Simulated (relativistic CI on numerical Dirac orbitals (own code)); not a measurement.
# Zr²⁺ (4d2) in crystal fields: levels and magnetism

Aim: the levels, ground state and powder susceptibility of Zr²⁺ in 6 parametric crystal fields.

Method: Dirac-Coulomb-Breit CI, KLI orbitals optimised for each configuration, model QED (radiative potential, 1s self-energy scaled to tabulated hydrogen-like ionisation energies), valence Slater integrals scaled by 0.8, one configuration in a parametric crystal field. Code: relativistic CI on numerical Dirac orbitals (own code) version 1.

### 1 The atom as given

* ion: Zr²⁺ (Zr III)
* nuclear charge: 40
* electrons: 38
* open shell: 4d2
* Slater scale: 0.8
* field 1 (cm⁻¹): Oh, 10Dq = 16350
* field 2 (cm⁻¹): Oh, 10Dq = 16500
* field 3 (cm⁻¹): D3d, 10Dq = 16350, Dsigma = -630, Dtau = -210
* field 4 (cm⁻¹): D4h, 10Dq = 24800, Ds = -720, Dt = 880
* field 5 (cm⁻¹): D3d, 10Dq = 11900, Dsigma = 250, Dtau = 140
* field 6 (cm⁻¹): Td, 10Dq = -9050

The outer shells:

[Kr] 4d2
```
[Kr] core
4d [↑ ][↑ ][  ][  ][  ]
```

### 2 Field 1: Oh, 10Dq = 16350

Input settings:

```ini
atom Zr  Z=40  charge=2  electrons=38
nucleus A=90  rms_radius_fm=4.2694
hamiltonian dirac-coulomb  breit=on  qed=on  c_scale=1
orbitals kli  potential=per-configuration
slater_scale 0.8
correlation none
mixing on
configurations
  [Kr] 4d2
end
crystal_field Oh 10Dq=16350
```

### 3 Field 2: Oh, 10Dq = 16500

Changes to the settings of step 2:

```diff
@@ -10,2 +10,2 @@
 end
-crystal_field Oh 10Dq=16350
+crystal_field Oh 10Dq=16500
```

### 4 Field 3: D3d, 10Dq = 16350, Dsigma = -630, Dtau = -210

Changes to the settings of step 3:

```diff
@@ -10,2 +10,2 @@
 end
-crystal_field Oh 10Dq=16500
+crystal_field D3d 10Dq=16350 Dsigma=-630 Dtau=-210
```

### 5 Field 4: D4h, 10Dq = 24800, Ds = -720, Dt = 880

Changes to the settings of step 4:

```diff
@@ -10,2 +10,2 @@
 end
-crystal_field D3d 10Dq=16350 Dsigma=-630 Dtau=-210
+crystal_field D4h 10Dq=24800 Ds=-720 Dt=880
```

### 6 Field 5: D3d, 10Dq = 11900, Dsigma = 250, Dtau = 140

Changes to the settings of step 5:

```diff
@@ -10,2 +10,2 @@
 end
-crystal_field D4h 10Dq=24800 Ds=-720 Dt=880
+crystal_field D3d 10Dq=11900 Dsigma=250 Dtau=140
```

### 7 Field 6: Td, 10Dq = -9050

Changes to the settings of step 6:

```diff
@@ -10,2 +10,2 @@
 end
-crystal_field D3d 10Dq=11900 Dsigma=250 Dtau=140
+crystal_field Td 10Dq=-9050
```

(Steps that only read results are left out.)

What does the calculation give? Wanted: ground spin.

The runs gave:

| field | ground state | degeneracy | S | J | first gap (cm⁻¹) | stabilisation (cm⁻¹) | χT at 2 K | χT at 300 K |
| --- | --- | --- | --- | --- | --- | --- | --- | --- |
| 1: Oh | E | 2 | 1.00 | 2.71 | 13 | -11485 | 0.021 | 0.653 |
| 2: Oh | E | 2 | 1.00 | 2.71 | 13 | -11602 | 0.022 | 0.653 |
| 3: D3d | A1 | 1 | 1.00 | 3.01 | 14 | -12669 | 0.160 | 0.903 |
| 4: D4h | B1 | 1 | 1.00 | 2.71 | 9 | -16190 | 0.029 | 0.763 |
| 5: D3d | E | 2 | 1.00 | 2.73 | 203 | -9012 | 0.056 | 0.701 |
| 6: Td | T2 | 3 | 1.00 | 3.19 | 7908 | -10149 | 0.848 | 0.917 |

χT is in cm³ K/mol; stabilisation counts from the free ion's lowest level; S and J come from the expectation values of their squares.

| quantity | value |
| --- | --- |
| ground spin (effective S from ⟨S²⟩) | 1: 1.00, 2: 1.00, 3: 1.00, 4: 1.00, 5: 1.00, 6: 1.00 |
| χT at 300 K | 0.65 to 0.92 cm³ K/mol |

All fields leave the ground state at S = 1. Field 4 leaves a non-degenerate ground state well apart, so χT falls towards zero on cooling. The field is a set of parameters, without covalency or charge transfer.
